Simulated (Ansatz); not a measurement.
The system is HfIn4SiO6.

```xyz
12
Lattice="2.4141 -8.1213 -0.0001 2.4141 8.1213 -0.0001 -0.9959 0.0000 4.7293" Properties=species:S:1:pos:R:3 pbc="T T T"
Hf    0.0000    0.0000    0.0000
In    2.4141   -2.6526   -0.0001
In    1.9162    5.4886    2.3646
In    2.4141    2.6526   -0.0001
In    1.9162   -5.4886    2.3646
Si    1.9162    0.0000    2.3646
O     3.2567    0.0000    1.2791
O     0.5756    0.0000    3.4501
O     1.0593    1.3104    1.3057
O     2.7731    1.3104    3.4235
O     2.7731   -1.3104    3.4235
O     1.0593   -1.3104    1.3057
```

The cell was built by a generator and needn't be a form met in nature.

| Property | Result |
| --- | --- |
| Program | Ansatz 0.2.0 |
| Task | relaxation of cell and atoms |
| Functional | r2SCAN |
| Dispersion | D4 |
| Potentials or basis | Ansatz PAW |
| Cutoff | 500 eV (not typed: the program's choice for these potentials) |
| k mesh | 4 × 4 × 4 |
| Occupations | fermi-dirac, width 0.05 eV |
| Spin | no spin polarisation |

At the start: volume 15.45 Å³/atom.

Problem. Where does the relaxation end?

Solution. It ends after 7 steps and the volume is 14.81 Å³/atom (-4.2 %); space group C2/m (No. 12, to 0.05 Å).

The path:
| step | energy change (eV) | largest force (eV/Å) | volume (Å³) |
| --- | --- | --- | --- |
| 1 | 0.0000 | 0.3906 | 185.45 |
| 2 | -0.1053 | 0.4549 | 176.98 |
| 3 | -0.1499 | 0.1544 | 177.44 |
| 4 | -0.1527 | 0.0629 | 178.53 |
| 5 | -0.1531 | 0.0710 | 177.66 |
| 6 | -0.1543 | 0.0113 | 177.67 |
| 7 | -0.1516 | 0.0113 | 177.67 |

Final structure:
```cif
data_structure
_symmetry_space_group_name_H-M 'P 1'
_symmetry_Int_Tables_number 1
_cell_length_a 8.3641
_cell_length_b 8.3641
_cell_length_c 4.7693
_cell_angle_alpha 93.613
_cell_angle_beta 93.613
_cell_angle_gamma 146.906
_cell_volume 177.67
loop_
_atom_site_label
_atom_site_type_symbol
_atom_site_fract_x
_atom_site_fract_y
_atom_site_fract_z
_atom_site_occupancy
Hf1 Hf 0.00000 0.00000 0.00000 1
In1 In 0.66224 0.33776 0.00000 1
In2 In 0.16118 0.83882 0.50000 1
In3 In 0.33776 0.66224 0.00000 1
In4 In 0.83882 0.16118 0.50000 1
Si1 Si 0.50000 0.50000 0.50000 1
O1 O 0.72996 0.72996 0.27055 1
O2 O 0.27004 0.27004 0.72945 1
O3 O 0.19562 0.35808 0.27692 1
O4 O 0.64192 0.80438 0.72308 1
O5 O 0.80438 0.64192 0.72308 1
O6 O 0.35808 0.19562 0.27692 1
```

Caveat: the plane-wave basis is chosen anew once the cell has moved, so the energies of steps on either side of that aren't comparable; the PAW data sets come from PBE, with cores solved anew for the run's functional, which leaves a small shift of forces and pressure.
